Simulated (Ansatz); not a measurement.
# FGeH₆NSi: basis-set convergence

The task here is to estimate one member of a computed series from the others.

Method: one geometry, several basis sets; program: Ansatz 0.2.0, Gaussian basis.

Plan: PBE0-D4/def2-SVP; ωB97M-V/def2-SVP; PBE0-D4/def2-QZVPP; ωB97M-V/def2-QZVPP; the functionals' def2-TZVPP values are taken from earlier runs.

### Structure used throughout

An earlier PBE0-D4 in a triple-zeta def2 set relaxation fixed the geometry.

SMILES `F[SiH2][NH][GeH3]`, 10 atoms, charge 0, spin multiplicity 1.

Atoms are counted from 1 here; the program's logs count them from 0.

Bond lengths: F1–Si2 1.604 Å, Si2–N3 1.698 Å, Si2–H5 1.480 Å, Si2–H6 1.481 Å, N3–Ge4 1.846 Å, N3–H7 1.010 Å, Ge4–H8 1.533 Å, Ge4–H9 1.539 Å, Ge4–H10 1.538 Å. Angles: F1–Si2–N3 113.4°, F1–Si2–H5 105.8°, F1–Si2–H6 105.8°, N3–Si2–H5 108.7°, N3–Si2–H6 109.6°, H5–Si2–H6 113.6°, Si2–N3–Ge4 127.4°, Si2–N3–H7 117.0°, Ge4–N3–H7 114.6°, N3–Ge4–H8 106.0°, N3–Ge4–H9 110.6°, N3–Ge4–H10 108.9°, H8–Ge4–H9 110.8°, H8–Ge4–H10 111.2°, H9–Ge4–H10 109.4°.

Set-up of the first run:

File in.yaml:

```yaml
crystal:
  periodic: [false, false, false]
  atoms:
    - {symbol: F, position_ang: [0.403669, 1.081545, -2.285514]}
    - {symbol: Si, position_ang: [-0.377514, 1.224118, -0.891746]}
    - {symbol: N, position_ang: [-0.608304, -0.255879, -0.092456]}
    - {symbol: Ge, position_ang: [0.586667, -1.135373, 1.005819]}
    - {symbol: H, position_ang: [0.466484, 2.094200, -0.042728]}
    - {symbol: H, position_ang: [-1.692785, 1.817688, -1.226017]}
    - {symbol: H, position_ang: [-1.410165, -0.804862, -0.366469]}
    - {symbol: H, position_ang: [1.699460, -0.126611, 1.313497]}
    - {symbol: H, position_ang: [1.156711, -2.377796, 0.299012]}
    - {symbol: H, position_ang: [-0.141222, -1.568231, 2.289503]}
basis:
  gaussian: {orbitals: def2-SVP}
hamiltonian: {xc: pbe0, dispersion: d4}
output: {orbitals: {seedname: orbitals}}
```

Command:

```bash
$ ansatz run in.yaml --threads 4 --pin off --events-out ev --progress --plain --max-ram 10444MiB
```

Steps of the session up to this table: PBE0-D4 in def2-SVP; ωB97M-V in def2-SVP; PBE0-D4 in def2-QZVPP; ωB97M-V in def2-QZVPP.

One table of the session follows, with a row left open; its other results are not shown here.

It belongs to the step «Functionals by basis». 

| functional | basis | HOMO (eV) | LUMO (eV) |
| --- | --- | --- | --- |
| PBE0-D4 | def2-SVP | -7.79 | 0.50 |
| PBE0-D4 | def2-TZVPP | -7.90 | 0.09 |
| PBE0-D4 | def2-QZVPP | -7.92 | -0.13 |
| ωB97M-V | def2-SVP | ? | ? |
| ωB97M-V | def2-TZVPP | -10.22 | 1.73 |
| ωB97M-V | def2-QZVPP | -10.23 | 1.28 |

**Question.** Estimate the row for ωB97M-V, def2-SVP.

**Answer.** HOMO (eV): -10.07; LUMO (eV): 2.32. In the column «HOMO (eV)» it lies between ωB97M-V, def2-TZVPP (-10.22) and PBE0-D4, def2-QZVPP (-7.92).
